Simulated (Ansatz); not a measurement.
# C2H6Si: the cost of one run

Computed with Ansatz 0.2.0, Gaussian basis. Level: PBE0-D4/def2-TZVP structures, single points in def2-TZVPP, no counterpoise correction.

Levels: SPW92, PBE-D4, BLYP-D4, r2SCAN-D4, B97M-V, PBE0-D4, B3LYP-D4, r2SCAN0-D4, BHLYP-D4, CAM-B3LYP-D4, wB97X-V, wB97M-V, B2PLYP, PBE-QIDH, RPA on PBE, Hartree-Fock, MP2, CCSD, CCSD(T).

Cores are frozen in the correlated methods. B3LYP uses VWN-RPA correlation. B2PLYP carries no dispersion term here.

56 further runs of the same task are left out: 56 set aside as unsound or not needed.

## 1. Starting geometry

The complex: 14 atoms, charge 0, spin multiplicity 1.

Atoms are counted from 1 here; the program's logs count them from 0.

Bond lengths: Si1–C3 1.698 Å, Si1–H5 1.482 Å, Si1–C6 1.858 Å, C2–H4 1.090 Å, C2–H7 1.090 Å, C2–H8 1.090 Å, C2–H9 1.090 Å, C3–H10 1.084 Å, C3–H11 1.084 Å, C6–H12 1.093 Å, C6–H13 1.091 Å, C6–H14 1.093 Å. Angles: C3–Si1–H5 120.6°, C3–Si1–C6 124.9°, H5–Si1–C6 114.5°, H4–C2–H7 109.4°, H4–C2–H8 109.6°, H4–C2–H9 109.6°, H7–C2–H8 109.2°, H7–C2–H9 109.3°, H8–C2–H9 109.6°, Si1–C3–H10 122.7°, Si1–C3–H11 121.7°, H10–C3–H11 115.6°, Si1–C6–H12 110.7°, Si1–C6–H13 110.1°, Si1–C6–H14 111.0°, H12–C6–H13 108.6°, H12–C6–H14 107.7°, H13–C6–H14 108.6°.

Coordinates:

```
atom    x (Å)    y (Å)    z (Å)
 Si1  -1.2775   0.6517  -0.1806
  C2   2.4383  -0.0269   0.3786
  C3  -1.4989   0.5863  -1.8632
  H4   1.8406   0.0737  -0.5278
  H5  -1.0351   1.9459   0.4990
  C6  -1.3060  -0.8197   0.9543
  H7   3.4820   0.1867   0.1495
  H8   2.0847   0.6787   1.1310
  H9   2.3537  -1.0437   0.7619
 H10  -1.6772  -0.3416  -2.3949
 H11  -1.4729   1.4794  -2.4768
 H12  -0.3558  -0.9164   1.4848
 H13  -1.4797  -1.7322   0.3816
 H14  -2.0964  -0.7220   1.7025
```

Its parts: C2H6Si holds atoms 1, 3, 5, 6, 10, 11, 12, 13, 14; CH4 holds atoms 2, 4, 7, 8, 9. Each part counts its atoms afresh in its own runs.

## 2. Relaxing C2H6Si alone

The input, relax-a/in.yaml:

```yaml
crystal:
  periodic: [false, false, false]
  atoms:
    - {symbol: Si, position_ang: [-1.277457, 0.651685, -0.180593]}
    - {symbol: C, position_ang: [-1.498860, 0.586326, -1.863175]}
    - {symbol: H, position_ang: [-1.035127, 1.945947, 0.498992]}
    - {symbol: C, position_ang: [-1.306026, -0.819728, 0.954265]}
    - {symbol: H, position_ang: [-1.677191, -0.341553, -2.394877]}
    - {symbol: H, position_ang: [-1.472904, 1.479419, -2.476776]}
    - {symbol: H, position_ang: [-0.355753, -0.916436, 1.484822]}
    - {symbol: H, position_ang: [-1.479722, -1.732246, 0.381561]}
    - {symbol: H, position_ang: [-2.096363, -0.722002, 1.702520]}
basis:
  gaussian: {orbitals: def2-TZVP}
hamiltonian: {xc: pbe0, dispersion: d4}
relax: {f_tol: 0.005, max_steps: 200}
```

Started as:

```
$ ansatz run in.yaml --threads 4 --pin off --events-out ev --progress --plain --max-ram 9574MiB
```

**Question.** How long does this run take on 4 threads of Arm Neoverse V1, shared host?

About 5.5 s.
